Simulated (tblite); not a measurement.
# C₅H₉GeNS: geometry, infrared bands and NMR shifts

The runs use tblite 0.8.0 and PySCF 2.14.0, with density-fitted response routines of our own; the level of theory stands in each step. All values are computed, except where a source is named. Atoms count from 0, in the outputs and in this text.

### Step 1. Starting geometry

17 atoms, charge 0, multiplicity 1; geometry from: force field or distance geometry start.

Bonds of the start (Å): N0–C1 1.30, C1–C2 1.48, C2–S3 1.83, C2–C4 1.46, C4–C5 1.22, C5–C6 1.47, C6–Ge7 1.93, N0–H8 1.03, C1–H9 1.07, C2–H10 1.12, S3–H11 1.44, C6–H12 1.12, C6–H13 1.13, Ge7–H14 1.54, Ge7–H15 1.54, Ge7–H16 1.57.

### Step 2. Relaxing the molecule with GFN2-xTB

What the job is given:

```
{"job": {"kind": "relax", "xc": "GFN2-xTB", "basis": "xTB"}, "charge": 0, "multiplicity": 1}
N     -2.769900     0.430900     1.585100
C     -2.566100     0.978300     0.422000
C     -1.873800     0.202000    -0.635800
S     -2.887000    -1.302000    -0.907500
C     -0.522900    -0.149100    -0.201200
C      0.607200    -0.457400     0.132700
C      1.968500    -0.834100     0.539500
Ge     3.031000     0.772000     0.521100
H     -2.475200    -0.538300     1.766900
H     -2.890800     1.989900     0.280700
H     -1.849000     0.757600    -1.612100
H     -2.124400    -2.361200    -0.309400
H      2.378300    -1.631100    -0.126200
H      1.933800    -1.300900     1.567200
H      2.170800     1.977300     0.943400
H      3.669600     0.937500    -0.872100
H      4.192800     0.540600     1.545100
```

Started as:

```console
OMP_NUM_THREADS=1 python probes_run.py task.json out
```

This one command runs all jobs of the session in turn.

**Question.** How long does this first job take on 1 thread of Arm Neoverse V1, shared host, and how much memory does it need?

About 1 s, with a peak of 0.18 GiB.
